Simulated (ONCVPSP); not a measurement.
# O: the cost of one run

The numbers are computed with ONCVPSP 4.0.1 (PBEsol, scalar-relativistic, spin-unpolarised reference atom).

### 1 Starting point

Typed settings, in words:

```json
{"element": "oxygen (O, Z = 8)", "type": "optimised norm-conserving Vanderbilt (ONCV)", "frozen core": "[He]", "valence charge": "6", "reference configuration": "2s2 2p4", "partial waves": "2s: rc 0.70 bohr, ncon 4, nbas 9, qcut 10.5 1/bohr, local; 2p: rc 1.56 bohr, ncon 4, nbas 8, qcut 5.2 1/bohr, 2 projectors, debl 3.2 Ha; d scattering state at 0.02 Ha: rc 1.70 bohr, ncon 4, nbas 8, qcut 5.1 1/bohr, 1 projector", "local potential": "the s channel", "core correction": "Teter function, fcfact 2.25, rcfact 1.8"}
```

An earlier all-electron run gives the scale for the radii.

All-electron outer shells of the reference configuration (PBEsol, scalar-relativistic, ld1.x):

| shell | level (eV) | outermost node (bohr) | outermost maximum (bohr) |
| --- | --- | --- | --- |
| 1s | -512.77 | – | 0.13 |
| 2s | -23.81 | 0.28 | 0.87 |
| 2p | -8.97 | – | 0.82 |

### 2 Generating the potential

Contents of O.dat:

```
# ATOM AND REFERENCE CONFIGURATION
# atsym  z   nc   nv     iexc    psfile
  O 8.00    1    2  -116133      upf
#
#   n    l    f
    1    0    2.00
    2    0    2.00
    2    1    4.00
#
# PSEUDOPOTENTIAL AND OPTIMIZATION
# lmax
    2
#
#   l,   rc,      ep,       ncon, nbas, qcut
    0    0.70    0.00    4    9   10.50
    1    1.56    0.00    4    8    5.20
    2    1.70    0.02    4    8    5.10
#
# LOCAL POTENTIAL
# lloc, lpopt,  rc(5),   dvloc0
    0    5    0.70    0.00
#
# VANDERBILT-KLEINMAN-BYLANDER PROJECTORs
# l, nproj, debl
    0    0    3.80
    1    2    3.20
    2    1    3.10
#
# MODEL CORE CHARGE
# icmod, fcfact, rcfact
    3    2.25    1.80
#
# LOG DERIVATIVE ANALYSIS
# epsh1, epsh2, depsh
   -2.00    5.00    0.02
#
# OUTPUT GRID
# rlmax, drl
    6.00    0.01
#
# TEST CONFIGURATIONS
# ncnf
    4
# nvcnf
#   n    l    f
    2
    2    0    2.00
    2    1    3.00
#
    2
    2    0    2.00
    2    1    2.00
#
    2
    2    0    2.00
    2    1    1.00
#
    2
    2    0    2.00
    2    1    0.00
#
```

The run is started by

```console
$ oncvpsp.x < O.dat > O.out
```

**Question.** How long does this run take on 1 thread of Intel Xeon Platinum 8375C at 2.90GHz, shared host?

About 2.7 s.
